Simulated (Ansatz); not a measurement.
# HBrO (triplet): from Hartree-Fock to the top rungs at distance Br1–H2 along a hydrogen transfer = 1.421 Å, cc-pVDZ

How much of the correlation energy of HBrO (triplet) does each wave-function method recover here?

The runs use Ansatz 0.2.0, Gaussian basis; cc-pVDZ, core rule «outside noble gas», up to 15 orbitals frozen.

Plan: UHF; CCSD(T) on ROHF; CCSD(T) on UHF; BCCD(T) on ROHF; CISD; CCSDT(Q) on ROHF; CCSDT(Q) on UHF; CASSCF and MRCISD+Q, 4 electrons in 4 orbitals; CASSCF and NEVPT2, 4 electrons in 4 orbitals; CASSCF and MRCISD+Q, 14 electrons in 9 orbitals; CASSCF and NEVPT2, 14 electrons in 9 orbitals.

4 further runs of the same task are left out: 4 that didn't finish.

## (1) What is computed

The geometry derives from fragments relaxed apart (PBE0/def2-TZVP) and kept rigid, so it is no stationary point. A hydrogen atom is moved between rigid fragments. No spin-orbit coupling is included. The filled d shell of Br may be among the frozen orbitals whatever the setting's name suggests; the logs give the count.

3 atoms, charge 0, spin multiplicity 3.

Atoms are counted from 1 here; the program's logs count them from 0.

Bond lengths: Br1–H2 1.421 Å.

## (2) UHF

The input, in.yaml:

```yaml
crystal:
  periodic: [false, false, false]
  atoms:
    - {symbol: Br, position_ang: [0.000000, 0.000000, -1.507867]}
    - {symbol: H, position_ang: [0.000000, 0.000000, -0.087267]}
    - {symbol: O, position_ang: [0.000000, 0.000000, 1.595133]}
basis:
  gaussian: {orbitals: cc-pVDZ}
magnetization: {spin_polarized: true, initial_magnetization: 2}
hamiltonian: {xc: hf}
output: {orbitals: {seedname: orbitals}}
```

On the command line:

```
$ ansatz run in.yaml --threads 1 --pin off --events-out ev --progress --plain --max-ram 2393MiB
```

After this run come: CCSD(T) on ROHF; CCSD(T) on UHF; BCCD(T) on ROHF; CISD; CCSDT(Q) on ROHF; CCSDT(Q) on UHF; CASSCF and MRCISD+Q, 4 electrons in 4 orbitals; CASSCF and NEVPT2, 4 electrons in 4 orbitals; CASSCF and MRCISD+Q, 14 electrons in 9 orbitals; CASSCF and NEVPT2, 14 electrons in 9 orbitals.

Q: Predict the results of all the runs planned. Wanted: UCCSDT(Q) below the RHF energy; RMP2 from UCCSDT(Q); UMP2 from UCCSDT(Q); RCCSD from UCCSDT(Q); RCCSD(T) from UCCSDT(Q); UCCSD(T) from UCCSDT(Q); RCCSDT(Q) from UCCSDT(Q); NEVPT2 pair from UCCSDT(Q); MRCISD+Q pair from UCCSDT(Q).

The runs gave:

```
                         quantity                                                                                    value
   UCCSDT(Q) below the RHF energy                                                                               -7.3653 eV
              RMP2 from UCCSDT(Q)                                                                               +922.5 meV
              UMP2 from UCCSDT(Q)                                                                               +914.6 meV
             RCCSD from UCCSDT(Q)                                                                               +112.3 meV
          RCCSD(T) from UCCSDT(Q)                                                                                +21.4 meV
          UCCSD(T) from UCCSDT(Q)                                                                                +19.8 meV
         RCCSDT(Q) from UCCSDT(Q)                                                                                 +1.6 meV
       NEVPT2 pair from UCCSDT(Q)                                                                               +931.4 meV
     MRCISD+Q pair from UCCSDT(Q)                                                                                +12.3 meV
    NEVPT2 valence from UCCSDT(Q)                                                                              +1437.5 meV
levels within 1 kcal/mol (43 meV)  RCCSD(T), UCCSD(T), BCCD(T), RCCSDT, UCCSDT, RCCSDT(Q), MRCISD+Q pair, MRCISD+Q valence
                    T1 diagnostic                                                                                    0.012
   effectively unpaired electrons                                                                                     2.01
```

RCCSD(T) misses by +21.4 meV, 0.3 % of the correlation energy. One determinant dominates. Of the multireference levels listed MRCISD+Q pair comes nearest in total energy (+12.3 meV), which doesn't show that its space is the better one. These misses are within one basis, not against nature; the frozen cores of restricted and unrestricted runs differ, which can shift their rows.
